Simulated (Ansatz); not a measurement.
**CH2OSSi: one structure at several levels**

The task here is to estimate one member of a computed series from the others.

The runs use Ansatz 0.2.0, Gaussian basis; single points in def2-TZVPP.

Cores are frozen in the correlated methods.

## Where the work starts

SMILES `OSC#[SiH]`, 6 atoms, charge 0, spin multiplicity 1.

Atoms are counted from 1 here; the program's logs count them from 0.

Bond lengths: O1–S2 1.746 Å, O1–H5 0.972 Å, S2–C3 1.600 Å, C3–Si4 1.756 Å, Si4–H6 1.581 Å. Angles: S2–O1–H5 109.2°, O1–S2–C3 107.5°, S2–C3–Si4 144.3°, C3–Si4–H6 102.8°.

As a file:

```
O     0.76827   -0.39700   -1.65911
S     1.31075    0.39866   -0.20264
C     0.14286    0.26521    0.88257
Si   -1.54967    0.60576    1.20490
H     1.51401   -0.47320   -2.27756
H    -2.02140   -0.67726    1.99853
```

The first run:

Contents of run/in.yaml:

```yaml
crystal:
  periodic: [false, false, false]
  atoms:
    - {symbol: O, position_ang: [0.768273, -0.396996, -1.659114]}
    - {symbol: S, position_ang: [1.310745, 0.398664, -0.202639]}
    - {symbol: C, position_ang: [0.142859, 0.265211, 0.882571]}
    - {symbol: Si, position_ang: [-1.549674, 0.605760, 1.204905]}
    - {symbol: H, position_ang: [1.514011, -0.473198, -2.277556]}
    - {symbol: H, position_ang: [-2.021399, -0.677262, 1.998525]}
basis:
  gaussian: {orbitals: def2-TZVPP}
hamiltonian: {xc: pbe, dispersion: d4}
output: {forces: true}
```

Command:

```console
ansatz run in.yaml --threads 2 --pin off --events-out ev --progress --plain --max-ram 3481MiB
```

Among the steps run: PBE-D4/def2-TZVPP; r2SCAN-D4/def2-TZVPP; PBE0-D4/def2-TZVPP; wB97M-V/def2-TZVPP; CCSD(T)/def2-TZVPP.

One of the session's tables, all rows but one given; the rest of the session is left out.

```
   method  RMS force component (eV/Å)  angle to CCSD(T) forces (°)  dipole (D)
   PBE-D4                       0.491                         21.4        1.73
r2SCAN-D4                       0.605                         16.2        1.70
  PBE0-D4                           ?                            ?           ?
  wB97M-V                       0.829                         11.9        1.75
  CCSD(T)                       0.649                    reference        1.88
```

Estimate the missing values for PBE0-D4.

As computed: RMS force component (eV/Å): 0.734; angle to CCSD(T) forces (°): 15.4; dipole (D): 1.65. In the column «RMS force component (eV/Å)» it lies between CCSD(T) (0.649) and wB97M-V (0.829).
